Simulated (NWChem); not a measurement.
# the pair F2···GeNH3: a chain of runs

Aim: the energy (singlet GeNH3F2, r2SCAN/3-21G), then the energy (singlet F2, r2SCAN/3-21G), then a single-point energy (singlet GeNH3, r2SCAN/3-21G), then a single-point energy (singlet F2, r2SCAN/3-21G), then a single-point energy (singlet GeNH3, r2SCAN/3-21G) of F2GeH3N and its partners. 

Program for the calculation: NWChem 7.3.0.

### 1 Starting point

GeNH3F2 has 7 atoms, charge 0, and is taken as a singlet. The two molecules were placed rigidly side by side, at 0.85 times their contact distance; the pair isn't optimised.

Bond lengths: N3–Ge4 1.816 Å, N3–H5 1.007 Å, N3–H6 1.007 Å, Ge4–H7 1.602 Å. Angles: N3–Ge4–H7 92.6°, Ge4–N3–H5 121.9°, Ge4–N3–H6 125.6°, H5–N3–H6 112.5°.

### 2 The energy at r2SCAN/3-21G (run 1)

Input file struct.nw:

```
start struct
title "F2GeH3N energy"
memory 2200 mb

geometry noautosym nocenter noautoz
 F     -0.583900     0.212400    -0.295000
 F      0.583900    -0.212400     0.295000
 N      0.296430    -2.704170     1.387710
 Ge     2.014540    -3.245010     1.159970
 H     -0.178090    -2.797650     2.271530
 H     -0.286740    -2.288190     0.679730
 H      2.029780    -2.796470    -0.377450
end

basis spherical bse
 * library 3-21G
end

dft
 xc r2scan
 grid fine
 convergence energy 1e-08
 maxiter 100
 mulliken
 print low
end

task dft energy
```

Started as:

```sh
nwchem struct.nw > struct.out
```

Log (excerpt; [...] marks lines left out):

```text
[...]
 d= 0,ls=0.0,diis     1  -2321.3534790612 -2.56D+03  3.69D-02  6.73D-01     0.6
[...]
 d= 0,ls=0.0,diis    11  -2321.4134758607 -8.27D-09  9.84D-07  8.05D-09     4.9
         Total DFT energy =    -2321.413475860723
      One electron energy =    -3713.623791264954
           Coulomb energy =     1261.362190225166
    Exchange-Corr. energy =     -107.553951768945
 Nuclear repulsion energy =      238.402076948009
[...]
      Total Density - Mulliken Population Analysis
     ---------------------------------------------
    Atom       Charge   Shell Charges
 -----------   ------   -------------------------------------------------------
    1 F    9     9.00   1.98  0.47  2.41  1.53  2.60
    2 F    9     8.98   1.98  0.47  2.41  1.53  2.59
    3 N    7     7.89   1.99  0.38  1.83  1.31  2.38
    4 Ge  32    31.59   2.00  2.00  5.99  2.00  5.94  0.92  1.16  0.88  0.74  9.96
    5 H    1     0.67   0.45  0.22
    6 H    1     0.68   0.45  0.23
    7 H    1     1.19   0.42  0.77
[...]
```

It took 5.7 s on 1 thread of Intel Xeon 6975P-C (Granite Rapids), shared host; peak memory 0.11 GiB.

### 3 F2: the energy at r2SCAN/3-21G (run 2)

Input file calc.nw:

```
start calc
title "F2 r2SCAN"
memory 2200 mb

geometry units angstrom noautosym nocenter noautoz
 F       -0.583900       0.212400      -0.295000
 F        0.583900      -0.212400       0.295000
end

basis "ao basis" spherical bse
 * library 3-21G
end

dft
 xc r2scan
 grid fine
 convergence energy 1e-08
 iterations 100
 mulliken
 noprint "final vectors analysis"
end

task dft energy
```

Started as:

```sh
nwchem calc.nw > calc.out
```

Log (excerpt; [...] marks lines left out):

```text
[...]
          Wavefunction type:  closed shell.
          No. of atoms     :     2
          No. of electrons :    18
[...]
          Charge           :     0
          Spin multiplicity:     1
[...]
          AO basis - number of functions:    18
[...]
              XC Information
              --------------
                      r^2SCAN Method XC Functional
               r^2SCAN metaGGA Exchange Functional  1.000
                     r^2SCAN Correlation Potential  1.000
[...]
 d= 0,ls=0.0,diis     1   -198.3268339077 -2.29D+02  2.08D-02  3.83D-01     0.1
[...]
 d= 0,ls=0.0,diis     6   -198.3533565314 -2.31D-11  2.39D-08  1.64D-13     0.2
         Total DFT energy =     -198.353356531402
      One electron energy =     -339.108737281351
           Coulomb energy =      130.273853588776
    Exchange-Corr. energy =      -20.677925844005
 Nuclear repulsion energy =       31.159453005178
[...]
      Total Density - Mulliken Population Analysis
     ---------------------------------------------
    Atom       Charge   Shell Charges
 -----------   ------   -------------------------------------------------------
    1 F    9     9.00   1.98  0.47  2.41  1.53  2.60
    2 F    9     9.00   1.98  0.47  2.41  1.53  2.60
[...]
```

Run time: 0.79 s. Hardware: 1 thread of Intel Xeon 6975P-C (Granite Rapids), shared host; peak memory 0.1 GiB.

### 4 GeNH3: a single-point energy at r2SCAN/3-21G (run 3)

Input file struct.nw:

```
start struct
title "GeH3N"
memory 2200 mb
geometry units atomic noautosym nocenter noautoz
   N   0.56017152 -5.11014069  2.62239184
   Ge  3.80692887 -6.13218017  2.19202561
   H  -0.33654133 -5.28679229  4.29256958
   H  -0.54186007 -4.32405242  1.28450354
   H   3.83572829 -5.28456242 -0.71327713
end
basis spherical bse
   * library 3-21G
end
dft
   xc r2scan
   grid fine
   convergence energy 1e-08
   maxiter 100
   mulliken
   noprint "final vectors analysis"
end
task dft energy
```

Started as:

```sh
nwchem struct.nw > struct.out
```

Log (excerpt; [...] marks lines left out):

```text
[...]
          Wavefunction type:  closed shell.
          No. of atoms     :     5
          No. of electrons :    42
[...]
          Charge           :     0
          Spin multiplicity:     1
[...]
          AO basis - number of functions:    37
[...]
              XC Information
              --------------
                      r^2SCAN Method XC Functional
               r^2SCAN metaGGA Exchange Functional  1.000
                     r^2SCAN Correlation Potential  1.000
[...]
 d= 0,ls=0.0,diis     1  -2123.0253610086 -2.22D+03  2.58D-02  2.69D-01     0.4
[...]
 d= 0,ls=0.0,diis    10  -2123.0563706274 -1.18D-10  1.62D-07  1.02D-11     2.6
         Total DFT energy =    -2123.056370627382
      One electron energy =    -3157.901532484029
           Coulomb energy =     1022.892824851620
    Exchange-Corr. energy =      -86.882254677049
 Nuclear repulsion energy =       98.834591682075
[...]
      Total Density - Mulliken Population Analysis
     ---------------------------------------------
    Atom       Charge   Shell Charges
 -----------   ------   -------------------------------------------------------
    1 N    7     7.89   1.99  0.38  1.83  1.31  2.38
    2 Ge  32    31.58   2.00  2.00  5.99  2.00  5.94  0.92  1.16  0.88  0.73  9.96
    3 H    1     0.67   0.45  0.22
    4 H    1     0.67   0.45  0.22
    5 H    1     1.19   0.42  0.77
[...]
```

Run time: 3.3 s. Hardware: 1 thread of Intel Xeon 6975P-C (Granite Rapids), shared host; peak memory 0.11 GiB.

### 5 F2 among ghost functions: a single-point energy at r2SCAN/3-21G (with ghost functions) (run 4)

Input file struct.nw:

```
start struct
memory stack 880 mb heap 220 mb global 1100 mb

geometry units au noautosym nocenter noautoz
F   -1.10341108   0.40137783  -0.55746921
F    1.10341108  -0.40137783   0.55746921
bqN      0.560172    -5.110141     2.622392
bqGe     3.806929    -6.132180     2.192026
bqH     -0.336541    -5.286792     4.292570
bqH     -0.541860    -4.324052     1.284504
bqH      3.835728    -5.284562    -0.713277
end

basis spherical bse
F library 3-21G
bqN library N 3-21G
bqGe library Ge 3-21G
bqH library H 3-21G
end

dft
xc r2scan
grid fine
convergence energy 1e-08
maxiter 100
mulliken
print low
end

task dft energy
```

Started as:

```sh
nwchem struct.nw > struct.out
```

Log (excerpt; [...] marks lines left out):

```text
[...]
 d= 0,ls=0.0,diis     1   -198.3317224324 -2.29D+02  6.90D-03  3.94D-01     0.5
[...]
 d= 0,ls=0.0,diis     7   -198.3592723917 -1.80D-10  1.44D-07  2.90D-11     2.9
         Total DFT energy =     -198.359272391686
      One electron energy =     -338.996653059967
           Coulomb energy =      130.140345890467
    Exchange-Corr. energy =      -20.662416027339
 Nuclear repulsion energy =       31.159450805153
[...]
      Total Density - Mulliken Population Analysis
     ---------------------------------------------
    Atom       Charge   Shell Charges
 -----------   ------   -------------------------------------------------------
    1 F    9     8.99   1.98  0.47  2.41  1.53  2.60
    2 F    9     8.98   1.98  0.47  2.41  1.53  2.59
    3 X    0    -0.00  -0.00 -0.00 -0.00 -0.00  0.00
    4 X    0     0.01  -0.00 -0.00 -0.00 -0.00 -0.00 -0.00 -0.00  0.00  0.01 -0.00
    5 X    0    -0.00   0.00 -0.00
    6 X    0     0.02  -0.00  0.02
    7 X    0    -0.00  -0.00 -0.00
[...]
```

It took 3.6 s on 1 thread of Intel Xeon 6975P-C (Granite Rapids), shared host; peak memory 0.11 GiB.

### 6 GeNH3 among ghost functions: a single-point energy at r2SCAN/3-21G (with ghost functions) (run 5)

Input file geh3n.nw:

```
start geh3n
title "GeH3N r2SCAN"
memory total 2200 mb
charge 0
geometry noautosym nocenter noautoz
  N        0.296430      -2.704170       1.387710
  Ge       2.014540      -3.245010       1.159970
  H       -0.178090      -2.797650       2.271530
  H       -0.286740      -2.288190       0.679730
  H        2.029780      -2.796470      -0.377450
  bqF     -0.583900     0.212400    -0.295000
  bqF      0.583900    -0.212400     0.295000
end
basis "ao basis" spherical bse
  N library 3-21G
  Ge library 3-21G
  H library 3-21G
  bqF library F 3-21G
end
dft
  xc r2scan
  grid fine
  convergence energy 1e-08
  iterations 100
  mulliken
  print low
end
task dft
```

Started as:

```sh
nwchem geh3n.nw > geh3n.out
```

Log (excerpt; [...] marks lines left out):

```text
[...]
 d= 0,ls=0.0,diis     1  -2123.0260762090 -2.22D+03  1.73D-02  2.69D-01     0.6
[...]
 d= 0,ls=0.0,diis    10  -2123.0569909710 -1.23D-10  1.14D-07  1.14D-11     4.3
         Total DFT energy =    -2123.056990970987
      One electron energy =    -3157.891190485380
           Coulomb energy =     1022.881050690905
    Exchange-Corr. energy =      -86.881449974149
 Nuclear repulsion energy =       98.834598797636
[...]
      Total Density - Mulliken Population Analysis
     ---------------------------------------------
    Atom       Charge   Shell Charges
 -----------   ------   -------------------------------------------------------
    1 N    7     7.89   1.99  0.38  1.83  1.31  2.39
    2 Ge  32    31.58   2.00  2.00  5.99  2.00  5.94  0.92  1.16  0.88  0.73  9.96
    3 H    1     0.67   0.45  0.22
    4 H    1     0.67   0.45  0.22
    5 H    1     1.19   0.42  0.77
    6 X    0     0.00  -0.00 -0.00 -0.00  0.00  0.00
    7 X    0     0.00  -0.00 -0.00 -0.00  0.00  0.00
[...]
```

Wall time 5.1 s (1 thread of Intel Xeon 6975P-C (Granite Rapids), shared host); peak memory 0.11 GiB.

### 7 What came out

| quantity | value |
| --- | --- |
| run 1, r2SCAN/3-21G: total energy | -2321.41348 Eh |
| F2: total energy | -198.35336 Eh |
| F2: dipole moment | 0.00 D |
| GeNH3: total energy | -2123.05637 Eh |
| GeNH3: dipole moment | 2.59 D |
| F2 among ghost functions: total energy | -198.35927 Eh |
| GeNH3 among ghost functions: total energy | -2123.05699 Eh |
| interaction energy of the rigid parts F2 and GeNH3 (parts in their own basis; closest atoms 2.28 Å apart) | -0.102 eV |
| interaction energy of the rigid parts F2 and GeNH3 (parts in the whole basis, counterpoise; closest atoms 2.28 Å apart) | 0.076 eV |

The interaction energy of the rigid parts F2 and GeNH3 (parts in their own basis; closest atoms 2.28 Å apart) is −0.10 eV (−2.4 kcal/mol). Without counterpoise this holds the superposition error of the basis. The interaction energy of the rigid parts F2 and GeNH3 (parts in the whole basis, counterpoise; closest atoms 2.28 Å apart) is 0.08 eV (7.3 kJ/mol): the parts repel at this shape. The basis-set superposition error is 17.2 kJ/mol. It is larger than the uncorrected attraction, which is thus an artefact of the basis. Mulliken charges (run 1, r2SCAN/3-21G) run from -0.89 on N3 to +0.41 on Ge4; they depend strongly on the basis.
